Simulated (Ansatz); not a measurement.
# AlH₁₈N₃Si₆: a ladder of functionals and wavefunction methods

An exercise on one series of results from a longer session: the logs are not shown, and one member is left open.

Program: Ansatz 0.2.0, Gaussian basis. Level of theory: functionals in def2-TZVPP, the program's frozen cores in correlated methods. These are calculated values, not measurements.

Plan: LDA (SPW92), PBE-D4, revPBE-D4, BLYP-D4, r2SCAN-D4, B97M-V, PBE0-D4, B3LYP-D4, r2SCANh-D4, r2SCAN0-D4, HSE06-D4, BHLYP-D4, CAM-B3LYP-D4, LC-ωPBE, ωB97X-V, ωB97M-V, B2PLYP, PBE-QIDH; CCSD(T)/def2-SVP; CCSD(T)/def2-TZVPP; MP2/def2-QZVPP; extrapolation to the limit; RPA on PBE.

## The geometry

The geometry comes from an earlier relaxation with PBE0-D4 in a triple-zeta def2 set; it is a stationary point, not always the lowest conformer.

SMILES `[SiH3][N]([SiH3])[Al]([N]([SiH3])[SiH3])[N]([SiH3])[SiH3]`, 28 atoms, charge 0, spin multiplicity 1.

Atoms are counted from 1 here; the program's logs count them from 0.

Bond lengths: Si1–N2 1.737 Å, Si1–H11 1.488 Å, Si1–H12 1.488 Å, Si1–H13 1.488 Å, N2–Si3 1.732 Å, N2–Al4 1.782 Å, Si3–H14 1.487 Å, Si3–H15 1.488 Å, Si3–H16 1.489 Å, Al4–N5 1.795 Å, Al4–N8 1.782 Å, N5–Si6 1.729 Å, N5–Si7 1.729 Å, Si6–H17 1.492 Å, Si6–H18 1.488 Å, Si6–H19 1.487 Å, Si7–H20 1.492 Å, Si7–H21 1.487 Å and more. Angles: N2–Si1–H11 108.6°, N2–Si1–H12 110.4°, N2–Si1–H13 112.1°, H11–Si1–H12 109.1°, H11–Si1–H13 108.5°, H12–Si1–H13 108.0°, Si1–N2–Si3 118.2°, Si1–N2–Al4 117.8°, Si3–N2–Al4 123.9°, N2–Si3–H14 112.3°, N2–Si3–H15 108.7°, N2–Si3–H16 110.2°, H14–Si3–H15 108.9°, H14–Si3–H16 108.0°, H15–Si3–H16 108.6°, N2–Al4–N5 118.0°, N2–Al4–N8 124.0°, N5–Al4–N8 118.0° and more.

The first run:

File in.yaml:

```yaml
crystal:
  periodic: [false, false, false]
  atoms:
    - {symbol: Si, position_ang: [0.911196, 0.902899, 2.725918]}
    - {symbol: N, position_ang: [-0.308588, 0.094064, 1.790338]}
    - {symbol: Si, position_ang: [-1.749613, -0.426525, 2.597889]}
    - {symbol: Al, position_ang: [-0.049858, -0.045704, 0.032504]}
    - {symbol: N, position_ang: [1.110268, 1.084118, -0.741331]}
    - {symbol: Si, position_ang: [2.586336, 0.446173, -1.375658]}
    - {symbol: Si, position_ang: [0.703248, 2.762191, -0.820947]}
    - {symbol: N, position_ang: [-0.873550, -1.239298, -1.003660]}
    - {symbol: Si, position_ang: [-0.937646, -0.922189, -2.710221]}
    - {symbol: Si, position_ang: [-1.508855, -2.742947, -0.424729]}
    - {symbol: H, position_ang: [0.692486, 0.589573, 4.164522]}
    - {symbol: H, position_ang: [2.266303, 0.435713, 2.327683]}
    - {symbol: H, position_ang: [0.863591, 2.380162, 2.552463]}
    - {symbol: H, position_ang: [-1.514326, -1.608973, 3.468095]}
    - {symbol: H, position_ang: [-2.770274, -0.777745, 1.573347]}
    - {symbol: H, position_ang: [-2.288248, 0.670416, 3.448204]}
    - {symbol: H, position_ang: [2.589441, -1.018124, -1.091164]}
    - {symbol: H, position_ang: [3.770271, 1.063701, -0.719177]}
    - {symbol: H, position_ang: [2.709037, 0.656364, -2.842863]}
    - {symbol: H, position_ang: [-0.649265, 2.915249, -0.210782]}
    - {symbol: H, position_ang: [1.669986, 3.614707, -0.079036]}
    - {symbol: H, position_ang: [0.650303, 3.240415, -2.228905]}
    - {symbol: H, position_ang: [0.369494, -1.171148, -3.376596]}
    - {symbol: H, position_ang: [-1.957203, -1.817520, -3.322137]}
    - {symbol: H, position_ang: [-1.320601, 0.493187, -2.961722]}
    - {symbol: H, position_ang: [-1.054266, -2.944339, 0.978011]}
    - {symbol: H, position_ang: [-2.994863, -2.779807, -0.459210]}
    - {symbol: H, position_ang: [-1.001302, -3.870013, -1.254538]}
basis:
  gaussian: {orbitals: def2-TZVPP}
hamiltonian: {xc: lda}
output: {orbitals: {seedname: orbitals}}
```

The run is started by

```
ansatz run in.yaml --threads 4 --pin off --events-out ev --progress --plain --max-ram 66560MiB --backend cuda --devices 0, --max-vram 37GiB
```

Steps of the session up to this table: LDA; PBE-D4 (GGA); revPBE-D4 (GGA); BLYP-D4 (GGA); r2SCAN-D4 (meta-GGA); B97M-V (meta-GGA); B3LYP-D4 (hybrid); r2SCANh-D4 (hybrid); r2SCAN0-D4 (hybrid); HSE06-D4 (hybrid); BHLYP-D4 (hybrid); CAM-B3LYP-D4 (range-separated); LC-ωPBE (range-separated); ωB97X-V (range-separated); ωB97M-V (range-separated); B2PLYP (double hybrid); PBE-QIDH (double hybrid).

One table of the session follows, with a row left open; its other results are not shown here.

```
  functional  HOMO (eV)  gap (eV)
 LDA (SPW92)      -6.60      4.37
      PBE-D4      -6.51      4.59
   revPBE-D4      -6.48      4.71
     BLYP-D4      -6.38      4.66
   r2SCAN-D4      -6.82      5.17
      B97M-V      -7.01      5.08
     PBE0-D4      -7.78      6.69
    B3LYP-D4          ?         ?
  r2SCANh-D4      -7.28      5.92
  r2SCAN0-D4      -7.99      7.04
    HSE06-D4      -7.38      5.92
    BHLYP-D4      -8.96      8.80
CAM-B3LYP-D4      -9.10      9.05
     LC-ωPBE     -10.47     11.53
     ωB97X-V     -10.14     10.99
     ωB97M-V     -10.04     10.57
```

**Question.** Estimate the row for B3LYP-D4.

Worked estimate for «HOMO (eV)». Against the share of exact exchange, BLYP-D4 (0, -6.38), BHLYP-D4 (0.5, -8.96) give a slope of -5.16 per unit share; at 0.2 the line stands at -7.41.

**Answer.** HOMO (eV): -7.55; gap (eV): 6.32. In «HOMO (eV)» the line misses by +0.14.
